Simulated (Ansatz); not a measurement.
# CaHg: how the settings move a relaxation

Aim: see which settings change the result for CaHg, by how much, and at what cost.

Computed with Ansatz 0.2.0 (reference: DFT, PBEsol, PAW with Ansatz's default frozen-core files, scalar-relativistic; relaxation of cell and atoms, unless a step's input says otherwise).

1 further run of the same task is left out (set aside as unsound or not needed).

## Step 1: The system as given

Symmetry: Pm-3m, No. 221, cubic system. Conventional cell: a = 3.755 Å, b = 3.755 Å, c = 3.755 Å, α = 90.00°, β = 90.00°, γ = 90.00°. Ca (site symmetry m-3m) is surrounded by 8 Hg at 3.25 Å. Around Hg (site symmetry m-3m) lie 8 Ca at 3.25 Å.

As a file:

```
CELL_PARAMETERS angstrom
3.75465 0.00000 0.00000
0.00000 3.75465 0.00000
0.00000 0.00000 3.75465
ATOMIC_POSITIONS crystal
Ca 0.00000 0.00000 0.00000
Hg 0.50000 0.50000 0.50000
```

## Step 2: Reference

input.yaml reads:

```yaml
crystal:
  lattice:
    - [3.75465468, 0.0, 0.0]
    - [0.0, 3.75465468, 0.0]
    - [0.0, 0.0, 3.75465468]
  atoms:
    - { symbol: Ca, position: [0.0, 0.0, 0.0] }
    - { symbol: Hg, position: [0.5, 0.5, 0.5] }
kpoints:
  mp_grid: { grid: [12, 12, 12] }
scf:
  occupations: { method: fermi_dirac, width: 0.05 }
hamiltonian:
  xc: pbesol
  pseudopotentials: { kind: paw }
relax:
  f_tol: 0.002
  max_steps: 80
  cell: {}
output:
  forces: true
  stress: true
```

Launch:

```
$ ansatz run input.yaml --threads 1 --pin off --max-ram 2560MiB --backend cpu --events-out ev --progress --plain --runs-dir out
```

## Step 3: Variant: chi_scale 0.0

input.yaml: that of step 2 with these lines changed.

```diff
@@ -12,2 +12,3 @@
   occupations: { method: fermi_dirac, width: 0.05 }
+  initial_density: { chi_scale: 0.0 }
 hamiltonian:
@@ -22 +23,5 @@
   stress: true
+  write_density: true
+  write_potential: true
+  elf: true
+  volumetric_format: npy
```

Q: Predict the outcome of this session. Wanted: for each run, ending; energy change; pressure; gap; force.

As calculated:

| run | ending | energy change | pressure (GPa) | gap (eV) | force (eV/Å) | cycles | time |
| --- | --- | --- | --- | --- | --- | --- | --- |
| reference | converged | 0 | 0.0 | 0.00 | 0.00 | 22 | 12 s |
| 1: chi_scale 0.0 | converged | 0.0 meV/atom | 0.0 | 0.00 | 0.00 | 24 | 14 s |

Times don't compare one to one where runs were asked for different outputs or read a saved state (see the inputs); cycles may leave out searches for a lower state.

Same state: the changed start leaves the energy within 0.5 meV/atom.
